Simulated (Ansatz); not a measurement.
# Co: the cost of one run

Program: Ansatz 0.2.0. Level of theory: DFT PBEsol, scalar-relativistic. These are calculated values, not measurements.

## (1) The starting structure

Symmetry: P6_3/mmc, No. 194, hexagonal system. Conventional cell: a = 2.519 Å, b = 2.519 Å, c = 4.091 Å, α = 90.00°, β = 90.00°, γ = 120.00°. Around Co (site symmetry -6m2) lie 12 Co at 2.51 to 2.52 Å.

As a file:

```cif
data_structure
_symmetry_space_group_name_H-M 'P6_3/mmc'
_symmetry_Int_Tables_number 194
_cell_length_a 2.5190
_cell_length_b 2.5190
_cell_length_c 4.0910
_cell_angle_alpha 90.000
_cell_angle_beta 90.000
_cell_angle_gamma 120.000
_cell_volume 22.48
loop_
_atom_site_label
_atom_site_type_symbol
_atom_site_symmetry_multiplicity
_atom_site_Wyckoff_symbol
_atom_site_fract_x
_atom_site_fract_y
_atom_site_fract_z
_atom_site_occupancy
Co1 Co 2 c 0.33333 0.66667 0.25000 1
```

The file gives the conventional cell by its symmetry; the runs use the cell typed in the input.

Atoms are numbered in the order of the input: Co1, Co2.

## (2) Volume × 0.94, LAPW

File input.yaml:

```yaml
crystal:
  lattice:
    - [2.4675782595, 0.0, 0.0]
    - [-1.2337891298, 2.1369854586, 0.0]
    - [0.0, 0.0, 4.0074867708]
  atoms:
    - { symbol: Co, position: [0.3333333333, 0.6666666667, 0.25], spin: 2.0 }
    - { symbol: Co, position: [0.6666666667, 0.3333333333, 0.75], spin: 2.0 }
magnetization:
  spin_polarized: true
kpoints:
  mp_grid: { grid: [19, 19, 10] }
  band_path:
    path:
      - [0.0, 0.0, 0.0]
      - [0.5, 0.0, 0.0]
      - [0.3333333333, 0.3333333333, 0.0]
      - [0.0, 0.0, 0.0]
      - [0.0, 0.0, 0.5]
      - [0.5, 0.0, 0.5]
      - [0.3333333333, 0.3333333333, 0.5]
      - [0.0, 0.0, 0.5]
      - [0.5, 0.0, 0.5]
    npoints: 5
scf:
  occupations: { method: fermi_dirac, width: 0.05 }
hamiltonian:
  xc: pbesol
  pseudopotentials: { kind: all_electron, lapw: { basis_error: 0.0005 } }
output:
  forces: true
  stress: true
  eigenvalues: true
```

Started as:

```sh
> ansatz run input.yaml --threads 1 --pin off --max-ram 3072MiB --backend cpu --events-out ev --progress --plain --runs-dir out
```

**Question.** How long does this run take on 1 thread of Arm Neoverse V1, shared host, and how much memory does it need?

About 1.9 min, with a peak of 1 GiB.
